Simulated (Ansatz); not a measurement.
# C2H8BN: how energies converge with the basis set

Aim: see how fast density functionals converge with the basis set for C2H8BN.

Method: one geometry, several basis sets; program: Ansatz 0.2.0, Gaussian basis.

Levels to be run: PBE0-D4/def2-SVP; ωB97M-V/def2-SVP; PBE0-D4/def2-QZVPP; ωB97M-V/def2-QZVPP; the functionals' def2-TZVPP values are taken from earlier runs.

**1. Structure used throughout**

An earlier PBE0-D4 in a triple-zeta def2 set relaxation fixed the geometry.

12 atoms, charge 0, spin multiplicity 1.

Atoms are counted from 1 here; the program's logs count them from 0.

Bond lengths: B1–C2 1.568 Å, B1–N4 1.611 Å, B1–H5 1.199 Å, B1–H6 1.201 Å, C2–C3 1.500 Å, C2–N4 1.500 Å, C2–H7 1.087 Å, C3–H8 1.094 Å, C3–H9 1.092 Å, C3–H10 1.096 Å, N4–H11 1.008 Å, N4–H12 1.009 Å. Angles: C2–B1–N4 56.3°, C2–B1–H5 119.6°, C2–B1–H6 118.0°, N4–B1–H5 112.6°, N4–B1–H6 112.0°, H5–B1–H6 120.0°, B1–C2–C3 124.1°, B1–C2–N4 63.3°, B1–C2–H7 119.1°, C3–C2–N4 114.0°, C3–C2–H7 113.8°, N4–C2–H7 109.8°, C2–C3–H8 110.9°, C2–C3–H9 109.4°, C2–C3–H10 113.2°, H8–C3–H9 106.8°, H8–C3–H10 108.7°, H9–C3–H10 107.7° and more.

**2. PBE0-D4 in def2-SVP**

Input file in.yaml:

```yaml
crystal:
  periodic: [false, false, false]
  atoms:
    - {symbol: B, position_ang: [-1.123335, 0.725214, -0.373037]}
    - {symbol: C, position_ang: [0.380192, 0.286553, -0.297366]}
    - {symbol: C, position_ang: [1.103041, -0.024626, 0.979930]}
    - {symbol: N, position_ang: [-0.609146, -0.763667, -0.709275]}
    - {symbol: H, position_ang: [-1.522973, 1.304833, -1.344003]}
    - {symbol: H, position_ang: [-1.750828, 0.763865, 0.650399]}
    - {symbol: H, position_ang: [1.040754, 0.516117, -1.130104]}
    - {symbol: H, position_ang: [0.396389, -0.278272, 1.775330]}
    - {symbol: H, position_ang: [1.648520, 0.861435, 1.312509]}
    - {symbol: H, position_ang: [1.826253, -0.842195, 0.878070]}
    - {symbol: H, position_ang: [-0.558938, -1.092559, -1.660587]}
    - {symbol: H, position_ang: [-0.752930, -1.511797, -0.047866]}
basis:
  gaussian: {orbitals: def2-SVP}
hamiltonian: {xc: pbe0, dispersion: d4}
output: {orbitals: {seedname: orbitals}}
```

Launch:

```sh
$ ansatz run in.yaml --threads 2 --pin off --events-out ev --progress --plain --max-ram 4352MiB
```

Further steps of the session: ωB97M-V in def2-SVP; PBE0-D4 in def2-QZVPP; ωB97M-V in def2-QZVPP.

Q: Predict the results of all the runs planned. Wanted: PBE0-D4: double and triple zeta above quadruple; ωB97M-V: double and triple zeta above quadruple.

**Answer**, as computed:

| quantity | value |
| --- | --- |
| PBE0-D4: double and triple zeta above quadruple | 5.09, 0.26 eV |
| ωB97M-V: double and triple zeta above quadruple | 5.36, 0.25 eV |

For PBE0-D4 the step from double to triple zeta gains 4.83 eV and the next only 0.26 eV. These are total energies; as a rule much of such shifts cancels in differences, which this series doesn't test. The LUMO of ωB97M-V is positive and keeps falling with the basis (2.87 to 1.31 eV): an unbound level that the basis holds in place.
